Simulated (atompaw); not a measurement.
**A PAW (atompaw) potential for Ga, from input to tests**

Do these settings give a usable potential? It is generated, then checked for scattering, ghosts and hardness.

Method: atompaw 4.2.0.5, PBE, scalar-relativistic.

## 1. The atom and the settings

The settings as typed:

| Item | Value |
| --- | --- |
| element | gallium (Ga, Z = 31) |
| type | PAW |
| frozen core | [Ar] |
| valence charge | 13 |
| reference configuration | 3d10 4s2 4p1 |
| partial waves | 4s (bound): rc 1.65 bohr; 4s channel at 0.65 Ry: rc 2.00 bohr; 4p (bound): rc 2.00 bohr; 4p channel at 0.55 Ry: rc 2.00 bohr; 3d (bound): rc 1.05 bohr; 3d channel at 1.35 Ry: rc 1.05 bohr |
| local potential | troulliermartins scheme with l = 3 at 0.5 Ry, radius 1.75 bohr |
| core correction | smooth core density matched at 1.85 bohr |
| augmentation charge | sinc compensation charge, radius 1.75 bohr; PAW radius 2.00 bohr; waves and projectors: custom rrkj gramschmidtortho |

An earlier all-electron run gives the scale for the radii.

All-electron outer shells of the reference configuration (PBE, scalar-relativistic, ld1.x):

```csv
shell,level (eV),outermost node (bohr),outermost maximum (bohr)
3s,-148.13,0.27,0.56
3p,-98.86,0.24,0.56
3d,-19.15,–,0.53
4s,-8.95,0.81,1.90
4p,-2.58,0.87,2.53
```

## 2. The generation run

Ga.input reads:

```
Ga 31
GGA-PBE scalarrelativistic loggrid 1500 logderivrange -3 5 201
4 4 3 0 0 0
4 1 1
0 0 0
c
c
c
v
c
c
v
v
2
2.00 1.75 1.75 1.85
y
0.65
n
y
0.55
n
y
1.35
n
custom rrkj gramschmidtortho sinc
3 0.5 troulliermartins
1.65
2.00
2.00
2.00
1.05
1.05
PWSCFOUT
UPFDX 0.0125d0 UPFXMIN -7.d0 UPFZMESH 31.d0
END
```

Started as:

```
$ atompaw < Ga.input > Ga.log
```

Q: Predict the outcome of this session. Wanted: cutoffs for 10 and 1 mRy, occupied levels; bound ghosts; largest phase difference near zero energy, channels read; lowest eigenvalue of the overlap; share of valence orbitals outside the PAW sphere; UPF file.

The runs gave:

| quantity | value |
| --- | --- |
| cutoffs for 10 and 1 mRy, occupied levels | 140 Ry and 230 Ry |
| bound ghosts | s at -69.98 eV |
| largest phase difference near zero energy, channels read | 0.000 rad |
| lowest eigenvalue of the overlap (Bessel basis) | 0.019 (s) |
| share of valence orbitals outside the PAW sphere | 4s 60 %, 4p 84 %, 3d 2 % |
| UPF file | written |

In words: A bound ghost (s) makes it unfit for use: electrons can fall into a state that the atom doesn't have. By its cutoff, 140 Ry for the looser tolerance, it is very hard. The slowest occupied level is 3d: taken alone it needs 140 Ry to come within 1 mRy, against 15 Ry for 4s. Near zero energy the phases of the channels with partial waves agree within 0.001 rad. All of this concerns the isolated atom, not yet a solid.
